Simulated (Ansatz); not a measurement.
# F₃HSeTi: up Jacob's ladder to CCSD(T)

An exercise on one series of results from a longer session: the logs are not shown, and one member is left open.

Computed with Ansatz 0.2.0, Gaussian basis. Level: functionals in def2-TZVPP, the program's frozen cores in correlated methods.

Plan: LDA (SPW92), PBE-D4, revPBE-D4, BLYP-D4, r2SCAN-D4, B97M-V, PBE0-D4, B3LYP-D4, r2SCANh-D4, r2SCAN0-D4, HSE06-D4, BHLYP-D4, CAM-B3LYP-D4, LC-ωPBE, ωB97X-V, ωB97M-V, B2PLYP, PBE-QIDH; CCSD(T)/def2-SVP; CCSD(T)/def2-TZVPP; MP2/def2-QZVPP; extrapolation to the limit; RPA on PBE.

## Structure used throughout

All runs share one geometry, relaxed beforehand with PBE0-D4 in a triple-zeta def2 set.

SMILES `[F][Ti]([F])([F])[SeH]`, 6 atoms, charge 0, spin multiplicity 1.

Atoms are counted from 1 here; the program's logs count them from 0.

Bond lengths: F1–Ti2 1.744 Å, Ti2–F3 1.737 Å, Ti2–F4 1.744 Å, Ti2–Se5 2.410 Å, Se5–H6 1.474 Å. Angles: F1–Ti2–F3 112.3°, F1–Ti2–F4 108.0°, F1–Ti2–Se5 109.6°, F3–Ti2–F4 112.2°, F3–Ti2–Se5 105.0°, F4–Ti2–Se5 109.6°, Ti2–Se5–H6 88.5°.

Set-up of the first run:

in.yaml

```yaml
crystal:
  periodic: [false, false, false]
  atoms:
    - {symbol: F, position_ang: [-0.803074, -1.009895, 1.378723]}
    - {symbol: Ti, position_ang: [0.294152, -0.498898, 0.123768]}
    - {symbol: F, position_ang: [1.957301, -0.733086, 0.566997]}
    - {symbol: F, position_ang: [-0.124025, -1.351170, -1.338792]}
    - {symbol: Se, position_ang: [0.070433, 1.874337, -0.230906]}
    - {symbol: H, position_ang: [-1.352587, 1.654712, -0.545989]}
basis:
  gaussian: {orbitals: def2-TZVPP}
hamiltonian: {xc: lda}
output: {orbitals: {seedname: orbitals}}
```

Started as:

```
$ ansatz run in.yaml --threads 4 --pin off --events-out ev --progress --plain --max-ram 10444MiB
```

Among the steps run: LDA; PBE-D4 (GGA); revPBE-D4 (GGA); BLYP-D4 (GGA); r2SCAN-D4 (meta-GGA); B97M-V (meta-GGA); PBE0-D4 (hybrid); B3LYP-D4 (hybrid); r2SCANh-D4 (hybrid); r2SCAN0-D4 (hybrid); HSE06-D4 (hybrid); BHLYP-D4 (hybrid); CAM-B3LYP-D4 (range-separated); LC-ωPBE (range-separated); ωB97X-V (range-separated); ωB97M-V (range-separated); B2PLYP (double hybrid); PBE-QIDH (double hybrid).

One table of the session follows, with a row left open; its other results are not shown here.

It belongs to the step «Orbital energies across the functionals». 

| functional | HOMO (eV) | LUMO (eV) | gap (eV) |
| --- | --- | --- | --- |
| LDA (SPW92) | -6.95 | -4.41 | 2.54 |
| PBE-D4 | -6.74 | -4.11 | 2.63 |
| revPBE-D4 | -6.67 | -4.01 | 2.66 |
| BLYP-D4 | -6.59 | -4.02 | 2.57 |
| r2SCAN-D4 | -7.04 | -4.07 | 2.96 |
| B97M-V | -7.06 | -4.05 | 3.01 |
| PBE0-D4 | -7.91 | -3.18 | 4.73 |
| B3LYP-D4 | -7.69 | -3.45 | 4.24 |
| r2SCANh-D4 | -7.46 | -3.71 | 3.76 |
| r2SCAN0-D4 | -8.11 | -3.14 | 4.97 |
| HSE06-D4 | -7.51 | -3.56 | 3.96 |
| BHLYP-D4 | ? | ? | ? |
| CAM-B3LYP-D4 | -9.16 | -2.07 | 7.09 |
| LC-ωPBE | -10.43 | -0.90 | 9.54 |
| ωB97X-V | -10.11 | -0.91 | 9.20 |
| ωB97M-V | -9.99 | -0.91 | 9.08 |

**Question.** Estimate the row for BHLYP-D4.

Worked estimate for «HOMO (eV)». Against the share of exact exchange, BLYP-D4 (0, -6.59), B3LYP-D4 (0.2, -7.69) give a slope of -5.50 per unit share; at 0.5 the line stands at -9.34.

The run gave: HOMO (eV): -8.93; LUMO (eV): -2.07; gap (eV): 6.86. In «HOMO (eV)» the line misses by -0.41.
